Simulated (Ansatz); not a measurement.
**CH₄BClO: up Jacob's ladder to CCSD(T)**

One table from this session's results is given with a row withheld; the runs are named, their logs left out.

Method: functionals in def2-TZVPP, the program's frozen cores in correlated methods; program: Ansatz 0.2.0, Gaussian basis.

Levels to be run: LDA (SPW92), PBE-D4, revPBE-D4, BLYP-D4, r2SCAN-D4, B97M-V, PBE0-D4, B3LYP-D4, r2SCANh-D4, r2SCAN0-D4, HSE06-D4, BHLYP-D4, CAM-B3LYP-D4, LC-ωPBE, ωB97X-V, ωB97M-V, B2PLYP, PBE-QIDH; CCSD(T)/def2-SVP; CCSD(T)/def2-TZVPP; MP2/def2-QZVPP; extrapolation to the limit; RPA on PBE.

1 further run of the same task is left out (it didn't finish).

## The relaxed structure

All runs share one geometry, relaxed beforehand with PBE0-D4 in a triple-zeta def2 set.

8 atoms, charge 0, spin multiplicity 1.

Atoms are counted from 1 here; the program's logs count them from 0.

Bond lengths: B1–C2 1.553 Å, B1–Cl4 2.012 Å, B1–H5 1.194 Å, B1–H6 1.193 Å, C2–O3 1.316 Å, C2–H7 1.090 Å, O3–H8 0.965 Å. Angles: C2–B1–Cl4 70.9°, C2–B1–H5 117.1°, C2–B1–H6 117.0°, Cl4–B1–H5 108.0°, Cl4–B1–H6 109.2°, H5–B1–H6 121.4°, B1–C2–O3 122.4°, B1–C2–H7 121.9°, O3–C2–H7 115.5°, C2–O3–H8 111.7°.

Set-up of the first run:

Contents of in.yaml:

```yaml
crystal:
  periodic: [false, false, false]
  atoms:
    - {symbol: B, position_ang: [-0.177734, 1.077182, -0.135659]}
    - {symbol: C, position_ang: [0.374920, -0.368182, -0.009916]}
    - {symbol: O, position_ang: [0.291445, -1.059510, 1.106903]}
    - {symbol: Cl, position_ang: [-1.458646, -0.195182, -1.022852]}
    - {symbol: H, position_ang: [0.299129, 1.770616, -0.983120]}
    - {symbol: H, position_ang: [-0.695879, 1.545569, 0.831908]}
    - {symbol: H, position_ang: [0.941948, -0.840368, -0.812272]}
    - {symbol: H, position_ang: [0.517016, -1.987226, 0.969108]}
basis:
  gaussian: {orbitals: def2-TZVPP}
hamiltonian: {xc: lda}
output: {orbitals: {seedname: orbitals}}
```

Steps of the session up to this table: LDA; PBE-D4 (GGA); revPBE-D4 (GGA); BLYP-D4 (GGA); r2SCAN-D4 (meta-GGA); B97M-V (meta-GGA); PBE0-D4 (hybrid); B3LYP-D4 (hybrid); r2SCANh-D4 (hybrid); r2SCAN0-D4 (hybrid); HSE06-D4 (hybrid); BHLYP-D4 (hybrid); CAM-B3LYP-D4 (range-separated); LC-ωPBE (range-separated); ωB97X-V (range-separated); ωB97M-V (range-separated); B2PLYP (double hybrid); PBE-QIDH (double hybrid).

One of the session's tables, all rows but one given; the rest of the session is left out.

It belongs to the step «Frontier levels by functional». 

```
  functional  HOMO (eV)  gap (eV)
 LDA (SPW92)      -7.00      4.39
      PBE-D4      -6.92      4.56
   revPBE-D4      -6.88      4.62
     BLYP-D4      -6.81      4.56
   r2SCAN-D4      -7.24      5.13
      B97M-V      -7.33      5.25
     PBE0-D4      -8.31      6.99
    B3LYP-D4      -8.08      6.50
  r2SCANh-D4      -7.75      6.02
  r2SCAN0-D4      -8.52      7.35
    HSE06-D4      -7.90      6.20
    BHLYP-D4          ?         ?
CAM-B3LYP-D4      -9.71      9.52
     LC-ωPBE     -11.11     12.12
     ωB97X-V     -10.74     11.69
     ωB97M-V     -10.58     11.39
```

Estimate the missing values for BHLYP-D4.

Worked estimate for «HOMO (eV)». Against the share of exact exchange, BLYP-D4 (0, -6.81), B3LYP-D4 (0.2, -8.08) give a slope of -6.35 per unit share; at 0.5 the line stands at -9.98.

The run gave: HOMO (eV): -9.60; gap (eV): 9.41. In «HOMO (eV)» the line misses by -0.38.
